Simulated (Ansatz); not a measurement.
**C3H9Cl3GeO3Si: basis-set convergence**

Aim: see how fast density functionals converge with the basis set for C3H9Cl3GeO3Si.

The runs use Ansatz 0.2.0, Gaussian basis; one geometry, several basis sets.

Levels to be run: PBE0-D4/def2-SVP; ωB97M-V/def2-SVP; PBE0-D4/def2-QZVPP; ωB97M-V/def2-QZVPP; the functionals' def2-TZVPP values are taken from earlier runs.

## (1) Structure used throughout

An earlier PBE0-D4 in a triple-zeta def2 set relaxation fixed the geometry.

20 atoms, charge 0, spin multiplicity 1.

Atoms are counted from 1 here; the program's logs count them from 0.

Bond lengths: C1–O2 1.415 Å, C1–H12 1.092 Å, C1–H13 1.094 Å, C1–H14 1.096 Å, O2–Ge3 1.758 Å, Ge3–O4 1.770 Å, Ge3–O6 1.757 Å, Ge3–Si8 2.390 Å, O4–C5 1.412 Å, C5–H15 1.096 Å, C5–H16 1.097 Å, C5–H17 1.092 Å, O6–C7 1.417 Å, C7–H18 1.095 Å, C7–H19 1.094 Å, C7–H20 1.091 Å, Si8–Cl9 2.037 Å, Si8–Cl10 2.042 Å and more. Angles: O2–C1–H12 107.4°, O2–C1–H13 111.8°, O2–C1–H14 111.6°, H12–C1–H13 108.8°, H12–C1–H14 108.3°, H13–C1–H14 108.7°, C1–O2–Ge3 120.6°, O2–Ge3–O4 104.6°, O2–Ge3–O6 107.4°, O2–Ge3–Si8 114.3°, O4–Ge3–O6 111.8°, O4–Ge3–Si8 112.4°, O6–Ge3–Si8 106.2°, Ge3–O4–C5 120.1°, O4–C5–H15 112.1°, O4–C5–H16 111.9°, O4–C5–H17 107.7°, H15–C5–H16 108.5° and more.

## (2) PBE0-D4 in def2-SVP

in.yaml reads:

```yaml
crystal:
  periodic: [false, false, false]
  atoms:
    - {symbol: C, position_ang: [-1.995843, -1.129594, 1.494603]}
    - {symbol: O, position_ang: [-1.785949, -0.409748, 0.294706]}
    - {symbol: Ge, position_ang: [-0.156974, -0.089621, -0.283067]}
    - {symbol: O, position_ang: [0.723042, 0.464630, 1.148675]}
    - {symbol: C, position_ang: [2.113071, 0.704404, 1.077038]}
    - {symbol: O, position_ang: [-0.269979, 1.165467, -1.507464]}
    - {symbol: C, position_ang: [-0.967141, 2.365230, -1.221445]}
    - {symbol: Si, position_ang: [0.898967, -1.957250, -1.336087]}
    - {symbol: Cl, position_ang: [2.614466, -1.399255, -2.281512]}
    - {symbol: Cl, position_ang: [1.365076, -3.324682, 0.107597]}
    - {symbol: Cl, position_ang: [-0.355817, -2.823005, -2.681392]}
    - {symbol: H, position_ang: [-3.059257, -1.065716, 1.732721]}
    - {symbol: H, position_ang: [-1.421979, -0.710757, 2.326298]}
    - {symbol: H, position_ang: [-1.732018, -2.187651, 1.382725]}
    - {symbol: H, position_ang: [2.369716, 1.410918, 0.279680]}
    - {symbol: H, position_ang: [2.680402, -0.220536, 0.917650]}
    - {symbol: H, position_ang: [2.425865, 1.133451, 2.030967]}
    - {symbol: H, position_ang: [-0.535792, 2.889169, -0.361658]}
    - {symbol: H, position_ang: [-2.025730, 2.175356, -1.021258]}
    - {symbol: H, position_ang: [-0.884117, 3.009179, -2.098788]}
basis:
  gaussian: {orbitals: def2-SVP}
hamiltonian: {xc: pbe0, dispersion: d4}
output: {orbitals: {seedname: orbitals}}
```

The runs that follow: ωB97M-V in def2-SVP; PBE0-D4 in def2-QZVPP; ωB97M-V in def2-QZVPP.

**Question.** What will the summary of the whole plan be? Wanted: PBE0-D4: double and triple zeta above quadruple; ωB97M-V: double and triple zeta above quadruple.

The runs gave:

| quantity | value |
| --- | --- |
| PBE0-D4: double and triple zeta above quadruple | 37.20, 3.12 eV |
| ωB97M-V: double and triple zeta above quadruple | 37.22, 2.99 eV |

What this shows: PBE0-D4 gains 34.08 eV from double to triple zeta, then 3.12 eV more. These are total energies; as a rule much of such shifts cancels in differences, which this series doesn't test.
